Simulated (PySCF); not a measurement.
# C2H7BOSi (SMILES C=COB[SiH3]) at 3 levels

Wanted: a comparison of 3 runs (MP2/pc-0, MP2/pc-1, MP2/aug-pc-1) of C2H7BOSi. 

Program for the calculation: PySCF 2.14.0.

### 1 The molecule

C2H7BOSi has 12 atoms, charge 0, and is taken as a singlet. As SMILES, `C=COB[SiH3]`. The coordinates come from a GFN2-xTB relaxation. This is one conformer, not always the lowest.

Bond lengths: C1–C2 1.321 Å, C2–O3 1.360 Å, O3–B4 1.335 Å, B4–Si5 1.968 Å, C1–H6 1.076 Å, C1–H7 1.074 Å, C2–H8 1.084 Å, B4–H9 1.188 Å, Si5–H10 1.473 Å, Si5–H11 1.469 Å, Si5–H12 1.472 Å. Some angles: C1–C2–O3 125.0°, C2–O3–B4 127.8°, O3–B4–Si5 116.3°, C1–C2–H8 122.7°, O3–C2–H8 112.2°, C2–C1–H6 121.4°, C2–C1–H7 121.1°, O3–B4–H9 119.3°, Si5–B4–H9 124.4°, B4–Si5–H10 113.1°.

### 2 The energy at MP2/pc-0 (run 1)

Contents of start.xyz:

```xyz
12
C2H7BOSi
C     -0.835670     1.843690     1.462470
C     -0.939340     0.527010     1.451480
O     -0.229450    -0.304830     0.642950
B     -0.000910    -0.176630    -0.665910
Si     1.163520    -1.535780    -1.483620
H     -0.182150     2.360590     0.780950
H     -1.396230     2.437770     2.159430
H     -1.574040    -0.016830     2.141880
H     -0.527930     0.703490    -1.264830
H      0.418910    -2.551550    -2.246880
H      1.975690    -2.298330    -0.525940
H      2.127590    -0.988610    -2.451970
```

Contents of run.py:

```python
from pyscf import gto, scf, mp

mol = gto.M(
    atom='start.xyz',
    spin=0,
    verbose=3,
    basis='pc-0',
    charge=0,
    max_memory=1860,
)

mf = scf.RHF(mol)
mf.conv_tol = 1e-10
mf.kernel()
if not mf.converged:
    mf = mf.newton().run(mf.mo_coeff, mf.mo_occ)

pt = mp.MP2(mf, frozen=9).run()
etot = pt.e_tot
print('Final energy', etot)
```

Started as:

```console
$ OMP_NUM_THREADS=1 python run.py
```

The program printed:

```text
converged SCF energy = -467.589485102001
E(RMP2) = -467.957296928333  E_corr = -0.367811826331333
E(SCS-RMP2) = -467.96132364697  E_corr = -0.371838544969071
Final energy -467.9572969283327
```

Wall time 1.6 s (1 thread of Arm Neoverse N1, shared host); peak memory 0.14 GiB.

### 3 The energy at MP2/pc-1 (run 2)

Contents of geometry.xyz:

```xyz
12
C2H7BOSi
C     -0.835670     1.843690     1.462470
C     -0.939340     0.527010     1.451480
O     -0.229450    -0.304830     0.642950
B     -0.000910    -0.176630    -0.665910
Si     1.163520    -1.535780    -1.483620
H     -0.182150     2.360590     0.780950
H     -1.396230     2.437770     2.159430
H     -1.574040    -0.016830     2.141880
H     -0.527930     0.703490    -1.264830
H      0.418910    -2.551550    -2.246880
H      1.975690    -2.298330    -0.525940
H      2.127590    -0.988610    -2.451970
```

Contents of job.py:

```python
from pyscf import gto, scf, mp

system = gto.M(
    atom='geometry.xyz',
    basis='pc-1',
    verbose=3,
    max_memory=1860,
    spin=0,
)

mf = scf.RHF(system)
mf.conv_tol = 1e-10
mf.kernel()
if not mf.converged:
    mf = mf.newton().run(mf.mo_coeff, mf.mo_occ)

pt = mp.MP2(mf, frozen=9).run()
etot = pt.e_tot
print('Final energy', etot)
```

Started as:

```console
$ OMP_NUM_THREADS=1 python job.py
```

The program printed:

```text
converged SCF energy = -468.220898935116
E(RMP2) = -468.846488833431  E_corr = -0.625589898315615
E(SCS-RMP2) = -468.848609479723  E_corr = -0.627710544607077
Final energy -468.8464888334312
```

Wall time 5.4 s (1 thread of Arm Neoverse N1, shared host); peak memory 0.32 GiB.

### 4 A single-point energy at MP2/aug-pc-1 (run 3)

Contents of job.py:

```python
from pyscf import gto, scf, mp

system = gto.M(
    atom='''
C     -1.579187     3.484069     2.763668
C     -1.775095     0.995905     2.742900
O     -0.433598    -0.576045     1.214999
B     -0.001720    -0.333782    -1.258388
Si     2.198734    -2.902204    -2.803635
H     -0.344214     4.460869     1.475782
H     -2.638492     4.606718     4.080731
H     -2.974505    -0.031804     4.047567
H     -0.997643     1.329403    -2.390182
H      0.791625    -4.821731    -4.245988
H      3.733513    -4.343214    -0.993883
H      4.020562    -1.868202    -4.633552
''',
    max_memory=1860,
    basis='aug-pc-1',
    unit='bohr',
    verbose=3,
)

mf = scf.RHF(system)
mf.conv_tol = 1e-10
mf.kernel()
if not mf.converged:
    mf = mf.newton().run(mf.mo_coeff, mf.mo_occ)

pt = mp.MP2(mf, frozen=9).run()
e_final = pt.e_tot
print('E(%s) = %.9f' % ('MP2', e_final))
```

Started as:

```console
$ OMP_NUM_THREADS=1 python job.py
```

The program printed:

```text
converged SCF energy = -468.233343790322
E(RMP2) = -468.882320796023  E_corr = -0.648977005701564
E(SCS-RMP2) = -468.883792142137  E_corr = -0.650448351815136
E(MP2) = -468.882320796
```

Run time: 27 s. Hardware: 1 thread of Arm Neoverse N1, shared host; peak memory 1.5 GiB.

### 5 The series

| run | level | energy (Eh) | dipole moment (D) of the reference | HOMO energy (eV) | LUMO energy (eV) | wall time |
| --- | --- | --- | --- | --- | --- | --- |
| 1 | MP2/pc-0 | -467.957297 | 2.54 | -10.51 | 2.25 | 1.6 s |
| 2 | MP2/pc-1 | -468.846489 | 2.17 | -10.26 | 2.10 | 5.4 s |
| 3 | MP2/aug-pc-1 | -468.882321 | 1.91 | -10.19 | 0.77 | 27 s |

### 6 Summary of results

```
                                          quantity          value
                               run 3: total energy  -468.88232 Eh
       run 3: dipole moment (Hartree–Fock density)         1.91 D
        run 3: HOMO energy (Hartree–Fock orbitals)      -10.19 eV
        run 3: LUMO energy (Hartree–Fock orbitals)        0.77 eV
      run 3: HOMO–LUMO gap (Hartree–Fock orbitals)       10.96 eV
run 3: correlation energy (9 core orbitals frozen)     -649.0 mEh
```

In words: Over the runs the total energy spans 25.171 eV. All runs together took 34 s, the longest 27 s.
